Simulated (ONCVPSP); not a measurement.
# Pseudopotential generation for samarium: ONCV, revPBE

Aim: build the potential from the settings below, then test how well it stands in for the atom: other configurations, scattering, ghost states and the plane-wave cutoff that it needs.

Method: ONCVPSP 4.0.1, revPBE, scalar-relativistic.

### 1 The design

Typed settings, in words:

```
element                 : samarium (Sm, Z = 62)
type                    : optimised norm-conserving Vanderbilt (ONCV)
frozen core             : [Kr] 4d10
valence charge          : 16
reference configuration : 4f5 5s2 5p6 5d1 6s2
partial waves           : 5s+6s: rc 1.85 bohr, ncon 4, nbas 8, qcut 5.4 1/bohr, 2 projectors; 5p: rc 2.60 bohr, ncon 3, nbas 6, qcut 4.9 1/bohr, 2 projectors, debl 1.1 Ha; 5d: rc 3.60 bohr, ncon 3, nbas 7, qcut 5 1/bohr, 2 projectors, debl 1.4 Ha; 4f: rc 1.50 bohr, ncon 3, nbas 7, qcut 12.8 1/bohr, 1 projector
local potential         : polynomial inside 1.15 bohr (lpopt 5, dvloc0 6 Ha)
core correction         : Teter function, parameters optimised by the program
```

The outer shells as boxes (Hund's rule for the drawing; the calculation is spin-unpolarised):

```
[Kr] core
4d [↑↓][↑↓][↑↓][↑↓][↑↓]
4f [↑ ][↑ ][↑ ][↑ ][↑ ][  ][  ]
5s [↑↓]
5p [↑↓][↑↓][↑↓]
5d [↑ ][  ][  ][  ][  ]
6s [↑↓]
```

### 2 The generation run

Input file Sm.dat:

```
# ATOM AND REFERENCE CONFIGURATION
# atsym  z   nc   nv     iexc    psfile
  Sm 62.00    9    5  -102130      upf
#
#   n    l    f
    1    0    2.00
    2    0    2.00
    2    1    6.00
    3    0    2.00
    3    1    6.00
    3    2   10.00
    4    0    2.00
    4    1    6.00
    4    2   10.00
    4    3    5.00
    5    0    2.00
    5    1    6.00
    5    2    1.00
    6    0    2.00
#
# PSEUDOPOTENTIAL AND OPTIMIZATION
# lmax
    3
#
#   l,   rc,      ep,       ncon, nbas, qcut
    0    1.85    0.00    4    8    5.40
    1    2.60    0.00    3    6    4.90
    2    3.60    0.00    3    7    5.00
    3    1.50    0.00    3    7   12.80
#
# LOCAL POTENTIAL
# lloc, lpopt,  rc(5),   dvloc0
    4    5    1.15    6.00
#
# VANDERBILT-KLEINMAN-BYLANDER PROJECTORs
# l, nproj, debl
    0    2    0.50
    1    2    1.10
    2    2    1.40
    3    1    2.70
#
# MODEL CORE CHARGE
# icmod, fcfact, rcfact
    4    0.45    0.00
#
# LOG DERIVATIVE ANALYSIS
# epsh1, epsh2, depsh
   -3.00    5.00    0.02
#
# OUTPUT GRID
# rlmax, drl
    6.00    0.01
#
# TEST CONFIGURATIONS
# ncnf
    4
# nvcnf
#   n    l    f
    5
    4    3    6.00
    5    0    2.00
    5    1    6.00
    5    2    0.00
    6    0    2.00
#
    5
    4    3    6.00
    5    0    2.00
    5    1    6.00
    5    2    0.00
    6    0    1.00
#
    5
    4    3    6.00
    5    0    2.00
    5    1    6.00
    5    2    0.00
    6    0    0.00
#
    5
    4    3    6.00
    5    0    2.00
    5    1    6.00
    5    2    1.00
    6    0    0.00
#
```

Run with:

```
$ oncvpsp.x < Sm.dat > Sm.out
```

Q: Predict the outcome of this session. Wanted: cutoffs for 1 and 0.1 mHa per electron, occupied waves; bound ghosts; GHOST(+) flags; largest test error; largest phase difference near zero energy, channels read; rms error of d²Exc/dn², without and with the model core.

As calculated:

| quantity | value |
| --- | --- |
| cutoffs for 1 and 0.1 mHa per electron, occupied waves | 63 Ha and 70 Ha |
| bound ghosts | none found |
| GHOST(+) flags | s at 48 eV |
| largest test error (AE − PS) | +64 meV, for 4f6 5s2 5p6 5d1 6s0 |
| largest phase difference near zero energy, channels read | 0.016 rad |
| rms error of d²Exc/dn², without and with the model core | 6.84 and 0.81 mHa |

What this shows: By total energies transferability is fair: the largest error is 64 meV on 4.3 eV, for 4f6 5s2 5p6 5d1 6s0. It counts as hard, with 63 Ha needed at the looser tolerance. At the looser tolerance the 4f wave is the slowest; 5s needs 13 Ha. No bound ghost shows below the valence levels. Near zero energy the phases of the channels with partial waves agree within 0.016 rad. The program also flags highly localised states, GHOST(+) (s). All of this concerns the isolated atom, not yet a solid.
